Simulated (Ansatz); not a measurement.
Write the native input for Ansatz 0.2.0 that does the following.

- Task: relaxation of cell and atoms
- Functional: PBE
- Dispersion: D3(BJ)-ATM
- Potentials or basis: Ansatz PAW
- Cutoff: 420 eV (not typed: the program's choice for these potentials)
- k mesh: 4 × 4 × 3
- Occupations: fermi-dirac, width 0.05 eV
- Spin: collinear spin, ferromagnetic start
- Starting moments: [0.0, 0.0, 0.0, 0.0, 1.0, 0.0, 0.0, 0.0, 0.0, 0.0, 0.0, 0.0, 0.0, 0.0, 0.0, 0.0] μB

Crystal: Ta4NiO11.

```
Ta Ni O
1.0
     4.77089    0.00000    0.00513
     0.00000    5.82454    0.00000
    -1.98628    0.00000    7.25051
Ta Ni O
4 1 11
Direct
  0.61339 0.50000 0.76042
  0.38661 0.50000 0.23958
  0.16615 0.00000 0.79875
  0.83385 0.00000 0.20125
  0.50000 0.00000 0.50000
  0.33278 0.79913 0.65053
  0.66722 0.79913 0.34947
  0.90047 0.25786 0.80718
  0.09953 0.25786 0.19282
  0.66722 0.20087 0.34947
  0.33278 0.20087 0.65053
  0.09953 0.74214 0.19282
  0.90047 0.74214 0.80718
  0.50000 0.50000 0.00000
  0.50000 0.00000 0.00000
  0.50000 0.50000 0.50000
```

The cell was built by a generator and needn't be a form met in nature.

The input as run:

input.yaml

```yaml
crystal:
  lattice:
    - [4.77089, 0.0, 0.00513]
    - [0.0, 5.82454, 0.0]
    - [-1.98628, 0.0, 7.25051]
  atoms:
    - { symbol: Ta, position: [0.61339, 0.5, 0.76042] }
    - { symbol: Ta, position: [0.38661, 0.5, 0.23958] }
    - { symbol: Ta, position: [0.16615, 0.0, 0.79875] }
    - { symbol: Ta, position: [0.83385, 0.0, 0.20125] }
    - { symbol: Ni, position: [0.5, 0.0, 0.5], spin: 1.0 }
    - { symbol: O, position: [0.33278, 0.79913, 0.65053] }
    - { symbol: O, position: [0.66722, 0.79913, 0.34947] }
    - { symbol: O, position: [0.90047, 0.25786, 0.80718] }
    - { symbol: O, position: [0.09953, 0.25786, 0.19282] }
    - { symbol: O, position: [0.66722, 0.20087, 0.34947] }
    - { symbol: O, position: [0.33278, 0.20087, 0.65053] }
    - { symbol: O, position: [0.09953, 0.74214, 0.19282] }
    - { symbol: O, position: [0.90047, 0.74214, 0.80718] }
    - { symbol: O, position: [0.5, 0.5, 0.0] }
    - { symbol: O, position: [0.5, 0.0, 0.0] }
    - { symbol: O, position: [0.5, 0.5, 0.5] }
hamiltonian:
  xc: pbe
  pseudopotentials: { kind: paw }
  dispersion: d3bjatm
magnetization:
  spin_polarized: true
kpoints:
  mp_grid: { grid: [4, 4, 3] }
scf:
  occupations: { method: fermi_dirac, width: 0.05 }
output:
  forces: true
  stress: true
  eigenvalues: true
  write_density: true
  write_potential: true
  elf: true
  volumetric_format: npy
relax:
  f_tol: 0.01
  max_steps: 40
  cell: { stress_tol: 0.05 }
```

Potentials or basis: Ansatz PAW.

Launch:

```console
$ ansatz run input.yaml --threads 8 --pin off --max-ram 20480MiB --backend cpu --events-out ev --progress --plain --runs-dir out
```

Results of the run:

The relaxed volume is 12.40 Å³/atom. The relaxed cell is a = 4.735 Å, b = 5.803 Å, c = 7.508 Å, α = 90.00°, β = 105.89°, γ = 90.00° and the space group after relaxing (to 0.05 Å) is P2/m (No. 10). The energy gained by relaxing is 1.4 meV/atom, the ionic steps are 10 and the pressure after relaxing is 0.0 GPa. The largest force after relaxing is 0.005 eV/Å. The band gap on the k mesh is 0.88 eV, indirect (least direct gap 0.92 eV). The net moment is 0.00 μB per cell. The absolute moment is 0.00 μB per cell.

Caveat: odd divisions of the mesh miss points on the zone boundary, where band edges often lie, so the gap on the mesh can be too wide; the plane-wave basis is chosen anew once the cell has moved, so the energies of steps on either side of that aren't comparable; the pressure holds a Pulay correction of +0.7 GPa for the finite cutoff; spin-orbit coupling is left out, which moves the levels of the heavy elements; the starting moments weren't kept.

Run time: 89 s on 8 threads of Arm Neoverse V2, with other jobs on the host, peak memory 1.4 GiB.
